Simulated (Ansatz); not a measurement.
I need a check of PAW against all-electron LAPW of Os, space group Fm-3m. Use the Python package of Ansatz (0.2.0). Use (first run): LDA, PAW, the default cutoff (420 eV here), 8×8×8 k-points, Fermi-Dirac smearing of 0.15 eV.

Contents of `os.cif`:
```cif
data_Os
_cell_length_a 2.750645
_cell_length_b 2.750645
_cell_length_c 2.750645
_cell_angle_alpha 60.00000
_cell_angle_beta 60.00000
_cell_angle_gamma 60.00000
_symmetry_space_group_name_H-M 'P 1'
_symmetry_Int_Tables_number 1
loop_
_symmetry_equiv_pos_as_xyz
'x, y, z'
loop_
_atom_site_label
_atom_site_type_symbol
_atom_site_fract_x
_atom_site_fract_y
_atom_site_fract_z
Os1 Os    0.000000    0.000000    0.000000
```

The script, `paw_lapw.py`:
```python
"""PAW against all-electron LAPW for Os."""

import ansatz as az
from ase.io import read
import numpy as np


def count_gap(report):
    # lowest empty less highest filled band, counting bands; zero where they overlap
    return max(report.get("gap_by_band_count_ev") or 0.0, 0.0)

atoms = read("os.cif")
material = az.Crystal.from_ase(atoms)

job = (
    material.calculation()
    .kpoints(spacing=0.38)  # sampling of the Brillouin zone
    .functional("lda")
    .scf(tolerance=1e-05)
    .occupations("fermi_dirac", width=0.15)
    .stress()  # GPa
    .forces()
    .band_table()
)
variants = {
    "PAW": job.pseudopotentials("paw"),
    "LAPW": job.pseudopotentials("all_electron", lapw=True),
}
# totals differ by the cores that each treatment holds, so compare what does not depend on them
rows = []
for label, variant in variants.items():
    rep = variant.run().report
    levels = np.array(rep["eigenvalues_ev"][0]) - rep["fermi_energy_ev"]
    print(label, "levels at the first k-point near E_F:", np.round(levels[np.abs(levels) < 5], 3))
    rows.append((label, rep["n_electrons"], np.trace(rep["stress_gpa"]) / 3, count_gap(rep)))
print("     treatment  electrons in bands           P GPa  gap by band count eV")
for row in rows:
    print(f"{str(row[0]):>14s}  {row[1]:18.1f}  {row[2]:14.3f}  {row[3]:20.3f}")
```

Output of `python paw_lapw.py`:
```text
DeckWarning: basis.ecutwfc = 420 eV, auto-derived from the records' recommended cutoffs: set by Os (normal level)
DeckWarning: scf.convergence.dr2_threshold = 1e-5 eV is looser than this run's default, which is 1e-7 eV or tighter. The error in the forces grows as the threshold's square root, so leave the key out unless less accurate forces are enough
DeckWarning: output.stress: scf.convergence.dr2_threshold = 1e-5 eV is looser than the 1e-10 eV advised for a printed stress (1e-10 eV for each atom of the cell: 1). What an SCF threshold leaves in a stress goes as its square root, and in the free energy as [...]
PAW levels at the first k-point near E_F: [-2.685 -2.685 -2.685  0.15   0.15 ]
DeckWarning: output.stress: scf.convergence.dr2_threshold = 1e-5 eV is looser than the 1e-7 eV advised for a printed stress on datasets or a basis made for the crystal, by an estimate of what a threshold leaves in their stress. Set scf.convergence.dr2_threshold to 1e-7 eV or tighter
LAPW levels at the first k-point near E_F: [-2.684 -2.684 -2.684  0.151  0.151]
     treatment  electrons in bands           P GPa  gap by band count eV
           PAW                16.0         -25.342                 0.000
          LAPW                46.0         -25.296                 0.000
```
(Warnings from the package without file and line, shortened.)

PAW gives -25.342 GPa and LAPW -25.296 GPa, 0.047 GPa apart. They took 0.4 and 4.7 s of processor time.

Notes:
- These settings explore the input space; cutoff and mesh may be short of convergence.
- Spin is left out of this run.
- For a metal this k-point mesh is coarse: on a finer one energies can move by several to tens of meV an atom and pressures by half a GPa or more, differences at one mesh by less.
- A Fermi-Dirac width this large means warm electrons, whose thermal share enters the free energy.
- A gap by band count of zero or less means overlapping bands, a metal.
- At these settings the cell as given stands under about -25 GPa, so it isn't at this functional's equilibrium volume.
- This isn't the structure that Os takes at ambient conditions.
- Levels are Kohn-Sham eigenvalues on this mesh, without spin-orbit coupling.
- Pressure is positive in compression; the treatments may keep other shells as core, so totals and counts of electrons can differ.
- Wall time of the script: 6.2 s on 1 thread of Arm Neoverse V1, with other jobs on the host, peak memory 0.46 GiB.

(A comment or docstring line of the script was reworded after the run, the code is as it ran; lines on the test bed's own set-up are left out of the output.)
